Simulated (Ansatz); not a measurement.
# Al6Co5Ni: from a guess to a relaxed structure

The task: take a trial cell of Al6Co5Ni to zero force and stress.

Program: Ansatz 0.2.0. Level of theory: DFT PBE, scalar-relativistic, plane waves, PAW. These are calculated values, not measurements.

## Step 1: The system as given

Symmetry: P4/mmm, No. 123, tetragonal system. Conventional cell: a = 4.190 Å, b = 4.190 Å, c = 8.889 Å, α = 90.00°, β = 90.00°, γ = 90.00°. Al (site symmetry 2mm) is surrounded by 6 Co at 2.57 Å and 2 Ni at 2.57 Å. Around Al (site symmetry mmm) lie 8 Co at 2.57 Å. Around Co (site symmetry 4mm) lie 8 Al at 2.57 Å. Co (site symmetry 4/mmm) has 8 Al at 2.57 Å in its first shell of neighbours. Around Ni (site symmetry 4/mmm) lie 8 Al at 2.57 Å.

As a file:

```cif
data_structure
_symmetry_space_group_name_H-M 'P4/mmm'
_symmetry_Int_Tables_number 123
_cell_length_a 4.1903
_cell_length_b 4.1903
_cell_length_c 8.8891
_cell_angle_alpha 90.000
_cell_angle_beta 90.000
_cell_angle_gamma 90.000
_cell_volume 156.08
loop_
_atom_site_label
_atom_site_type_symbol
_atom_site_symmetry_multiplicity
_atom_site_Wyckoff_symbol
_atom_site_fract_x
_atom_site_fract_y
_atom_site_fract_z
_atom_site_occupancy
Al1 Al 4 i 0.00000 0.50000 0.83333 1
Al2 Al 2 e 0.00000 0.50000 0.50000 1
Co1 Co 2 g 0.00000 0.00000 0.66667 1
Co2 Co 1 a 0.00000 0.00000 0.00000 1
Co3 Co 2 h 0.50000 0.50000 0.66667 1
Ni1 Ni 1 c 0.50000 0.50000 0.00000 1
```

The start is an ordering of an alloy on its end members' structure types: elements ordered on the sites of the AlNi type, Ni/Co on Ni (P4/mmm, No. 123).

## Step 2: Probe: one point on a coarse mesh

Input file input.yaml:

```yaml
crystal:
  lattice:
    - [4.19034764, 0.0, 0.0]
    - [0.0, 4.19034764, 0.0]
    - [0.0, 0.0, 8.8890697]
  atoms:
    - { symbol: Al, position: [0.0, 0.5, 0.83333333] }
    - { symbol: Al, position: [0.0, 0.5, 0.16666667] }
    - { symbol: Al, position: [0.0, 0.5, 0.5] }
    - { symbol: Al, position: [0.5, 0.0, 0.83333333] }
    - { symbol: Al, position: [0.5, 0.0, 0.16666667] }
    - { symbol: Al, position: [0.5, 0.0, 0.5] }
    - { symbol: Co, position: [0.0, 0.0, 0.66666667], spin: 3.0 }
    - { symbol: Co, position: [0.0, 0.0, 0.0], spin: -3.0 }
    - { symbol: Co, position: [0.0, 0.0, 0.33333333], spin: -3.0 }
    - { symbol: Co, position: [0.5, 0.5, 0.66666667], spin: 3.0 }
    - { symbol: Co, position: [0.5, 0.5, 0.33333333], spin: -3.0 }
    - { symbol: Ni, position: [0.5, 0.5, 0.0], spin: -2.0 }
basis:
  ecutwfc: 420
kpoints:
  mp_grid: { grid: [4, 4, 2] }
hamiltonian:
  xc: pbe
scf:
  occupations: { method: gaussian, width: 0.1 }
  lower_state_search: "off"
output:
  forces: true
  stress: true
  eigenvalues: true
  populations: true
magnetization:
  spin_polarized: true
```

Launch:

```console
> ansatz run input.yaml --threads 4 --pin off --max-ram 8192MiB --backend cpu --events-out ev --progress --plain --runs-dir out
```

Further runs follow: a loose first relaxation; full relaxation.

Before running it: what results should come out? Wanted: conventional cell; volume; energy over the elements; gap on the mesh; total moment.

The runs gave:

| quantity | value |
| --- | --- |
| symmetry at the end (tolerance 0.05 Å) | space group P4/mmm (No. 123) |
| conventional cell | a = 4.033 Å, b = 4.033 Å, c = 8.636 Å, α = 90.00°, β = 90.00°, γ = 90.00° |
| volume | 11.70 Å³/atom |
| energy over the elements | -0.59 eV/atom |
| gap on the mesh | none (metal) |
| total moment | -0.85 μB/cell |

In words: The space group P4/mmm (No. 123) is kept, and the volume per atom shrinks by 10.0 % from the first guess. A negative formation energy is needed for stability but isn't enough; other structures and compounds were not set against it here. No finished test with a distortion of lower symmetry is shown, so the end may be a saddle point. Other magnetic orders were not searched.
